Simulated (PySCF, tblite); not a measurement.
# C₇H₄F₂N radical: geometry, infrared bands and EPR parameters

Aim: predict the infrared bands and EPR parameters of C₇H₄F₂N radical (`C=C1C(F)=C(F)[CH][C@@H]1C#N`).

Programs: tblite 0.8.0 and PySCF 2.14.0, with density-fitted response routines of our own. Each step states its level of theory. These are calculated values for one molecule in the gas phase, unless marked as measured. Atoms are numbered from 0 throughout.

### 1 Starting geometry

14 atoms, charge 0, multiplicity 2; geometry from: force field or distance geometry start.

Bonds of the start (Å): C0–C1 1.32, C1–C2 1.46, C2–F3 1.35, C2–C4 1.31, C4–F5 1.37, C4–C6 1.49, C6–C7 1.49, C7–C8 1.47, C8–N9 1.15, C7–C1 1.50, C0–H10 1.10, C0–H11 1.10, C6–H12 1.12, C7–H13 1.10.

### 2 Optimising the geometry with GFN2-xTB

The job: settings as JSON, then the geometry in Å.

```
{"job": {"kind": "relax", "xc": "GFN2-xTB", "basis": "xTB"}, "charge": 0, "multiplicity": 2}
C     -1.903800    -0.327800     0.238000
C     -0.628300    -0.313500    -0.094000
C      0.330500    -1.407600    -0.176100
F      0.022300    -2.710300    -0.043200
C      1.546200    -0.979100    -0.422700
F      2.655100    -1.766200    -0.578900
C      1.508000     0.508500    -0.529300
C      0.091700     0.959200    -0.422400
C     -0.139500     1.869600     0.707400
N     -0.324700     2.570100     1.598600
H     -2.405400    -1.276500     0.483000
H     -2.486300     0.606600     0.261800
H      2.073700     0.947500     0.326400
H     -0.340200     1.319000    -1.370800
```

Launch:

```bash
OMP_NUM_THREADS=1 python probes_run.py task.json out
```

The driver reads the jobs from task.json and runs them one after another.

**Question.** This job is followed by: GFN2-xTB harmonic vibrations, gas phase; UKS B3LYP, pcH-1 on C F H N, non-relativistic, mean-field spin-orbit, GIAO. What will the session give for the following? strongest single infrared mode (GFN2-xTB); zero-point energy (GFN2-xTB); g(iso) (B3LYP); ⟨S²⟩; largest a(iso); potential on the surface of density 0.002 e/bohr³, 1st and 99th percentile.

**Answer**, as computed:

| quantity | value |
| --- | --- |
| strongest single infrared mode (GFN2-xTB) | 2412 cm⁻¹, 220 km/mol |
| zero-point energy (GFN2-xTB) | 55.3 kcal/mol |
| g(iso) (B3LYP) | 2.00296 |
| ⟨S²⟩ | 0.789 (exact 0.75) |
| largest a(iso) | 19F on F3, 81.4 MHz |
| potential on the surface of density 0.002 e/bohr³, 1st and 99th percentile | -1.66 V and 1.57 V |

In words: The optimisation took 65 steps and gained 1.341 eV; among the close pairs (by a distance rule), C4–C6 changed most, from 1.492 to 1.361 Å. No mode is imaginary among the 36: a minimum at this level. The strongest single mode, at 2412 cm⁻¹, moves mainly C8 and N9. GFN2-xTB is a fitted tight-binding method: band positions and strengths are rough. Its intensities can rank the bands wrongly. The largest spin populations lie on C6 (0.49 e), C0 (0.49 e), C2 (0.47 e). The isotropic g lies 0.6 ppt above the free-electron value. The conformer search found further structures of the same energy, which may be mirror or relabelled copies of this one.
